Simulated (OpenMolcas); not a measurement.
# RI-MP2/def2-SVPD (RICD fitting) run of HBr (hydrogen bromide)

What is the energy difference between two shapes of HBr (hydrogen bromide) at RI-MP2/def2-SVPD (RICD fitting)? 

The results are computed with OpenMolcas 26.06.

5 further runs of the same task are left out: 1 that didn't finish, 4 set aside as unsound or not needed.

## Step 1: The molecule

HBr has 2 atoms, charge 0, and is taken as a singlet. As SMILES, `Br`. Geometry: relaxed at GFN2-xTB.

Bond lengths: Br1–H2 1.401 Å.

## Step 2: Energy and forces at RI-MP2/def2-SVPD (RICD fitting)

Contents of mol.inp:

```
&GATEWAY
  BasLib
  $CurrDir
  Coord
  2
  bohr
  Br    -1.12419807     0.40619663    -0.56850521
  H      1.12419807    -0.40619663     0.56850521
  Basis
  def2-SVPD
  Group
  NoSym
  RICD

&SEWARD

&SCF
  PrOrbitals
  1 2

&MBPT2
  Frozen
  9
  Grdt

&ALASKA
```

The basis set def2-SVPD is read from a file made from the Basis Set Exchange's data (not shown).

Command:

```sh
export MOLCAS_MEM=1860
pymolcas mol.inp > mol.log
```

Output:

```text
--- Start Module: gateway ---
[...]
--- Stop Module: gateway /rc=_RC_ALL_IS_WELL_ ---
[...]
      Basis functions           49
[...]
       Convergence after  10 Iterations
[...]
::    Total SCF energy                              -2572.6890840499
[...]
      Total spin, S                                     0.0000000000
[...]
      Total electronic charge=   36.000000
      Total            charge=   -0.000000
[...]
--- Start Module: mbpt2 ---
[...]
WARNING!
Default frozen orbitals as non valence orbitals is overwritten by user input.
Default values:  14
[...]
       Reference weight ( Cref**2 )         =        0.93512
::    Total MBPT2 energy                            -2572.9378440576
[...]
      Dipole Moment (debye):
      Origin of the operator (angstrom)=   -0.5799    0.2095   -0.2933
                   X=  7.6413E-01               Y= -2.7610E-01               Z=  3.8642E-01           Total=  8.9969E-01
      Quadrupole Moment (debye*angstrom):
[...]
--- Stop Module: mbpt2 /rc=_RC_ALL_IS_WELL_ ---
--- Start Module: alaska ---
[...]
 *              Molecular gradients               *
 **************************************************
  Irreducible representation: a
 ------------------------------------------------------------------------------------------
                              X                       Y                       Z
 ------------------------------------------------------------------------------------------
  BR1               6.06736610987291E-03   -2.19226818882889E-03    3.06825757539553E-03
  H2               -6.06736610986047E-03    2.19226818882623E-03   -3.06825757539908E-03
 ------------------------------------------------------------------------------------------
--- Stop Module: alaska /rc=_RC_ALL_IS_WELL_ ---
[...]
```

Wall time 3.6 s (1 thread of Arm Neoverse V1, shared host).

## Step 3: The distorted shape

Contents of mol.input:

```
&gateway
 baslib = $CurrDir
 coord
 2
 bohr
 Br    -1.17408306     0.47465574    -0.42812312
 H      1.04378645    -0.37801892     0.66135312
 basis = def2-SVPD
 group = NoSym
 ricd

&seward

&scf
 prorbitals = 1 2

&mbpt2
 frozen = 9
 grdt

&alaska
```

The basis set def2-SVPD is read from a file made from the Basis Set Exchange's data (not shown).

Command:

```sh
export MOLCAS_MEM=1860
pymolcas mol.input > mol.log
```

Output:

```text
--- Start Module: gateway ---
[...]
--- Stop Module: gateway /rc=_RC_ALL_IS_WELL_ ---
[...]
      Basis functions           49
[...]
       Convergence after  10 Iterations
[...]
::    Total SCF energy                              -2572.6887507354
[...]
      Total spin, S                                     0.0000000000
[...]
      Total electronic charge=   36.000000
      Total            charge=   -0.000000
[...]
--- Start Module: mbpt2 ---
[...]
WARNING!
Default frozen orbitals as non valence orbitals is overwritten by user input.
Default values:  14
[...]
       Reference weight ( Cref**2 )         =        0.93539
::    Total MBPT2 energy                            -2572.9374334408
[...]
      Dipole Moment (debye):
      Origin of the operator (angstrom)=   -0.6065    0.2455   -0.2193
                   X=  7.5464E-01               Y= -2.9012E-01               Z=  3.7070E-01           Total=  8.8942E-01
      Quadrupole Moment (debye*angstrom):
[...]
--- Stop Module: mbpt2 /rc=_RC_ALL_IS_WELL_ ---
--- Start Module: alaska ---
[...]
 *              Molecular gradients               *
 **************************************************
  Irreducible representation: a
 ------------------------------------------------------------------------------------------
                              X                       Y                       Z
 ------------------------------------------------------------------------------------------
  BR1               1.50073812693652E-02   -5.76968737952477E-03    7.37202312574592E-03
  H2               -1.50073812693652E-02    5.76968737952388E-03   -7.37202312574903E-03
 ------------------------------------------------------------------------------------------
--- Stop Module: alaska /rc=_RC_ALL_IS_WELL_ ---
[...]
```

Wall time 3.6 s (1 thread of Arm Neoverse V1, shared host).

## Step 4: Summary of results

Level: RI-MP2/def2-SVPD (RICD fitting), 9 core orbitals frozen.

| quantity | value |
| --- | --- |
| first shape: total energy | -2572.93784 Eh |
| first shape: dipole moment (mean-field density) | 0.97 D |
| first shape: HOMO energy (Hartree–Fock orbitals) | -11.86 eV |
| first shape: LUMO energy (Hartree–Fock orbitals) | 2.16 eV |
| first shape: HOMO–LUMO gap (Hartree–Fock orbitals) | 14.02 eV |
| first shape: correlation energy (9 core orbitals frozen) | -248.8 mEh |
| first shape: largest force on an atom | 0.367 eV/Å |
| distorted shape: total energy | -2572.93743 Eh |
| distorted shape: dipole moment (mean-field density) | 0.96 D |
| distorted shape: HOMO energy (Hartree–Fock orbitals) | -11.87 eV |
| distorted shape: LUMO energy (Hartree–Fock orbitals) | 2.19 eV |
| distorted shape: HOMO–LUMO gap (Hartree–Fock orbitals) | 14.06 eV |
| distorted shape: correlation energy (9 core orbitals frozen) | -248.7 mEh |
| distorted shape: largest force on an atom | 0.910 eV/Å |
| energy change with the atoms displaced | 0.011 eV |

What this shows: With the atoms displaced the energy rises by 0.01 eV (0.3 kcal/mol). The first shape isn't relaxed at this level, so the change isn't measured from a minimum. The largest force (first shape) is 0.37 eV/Å: the shape isn't a stationary point for this species at this level.
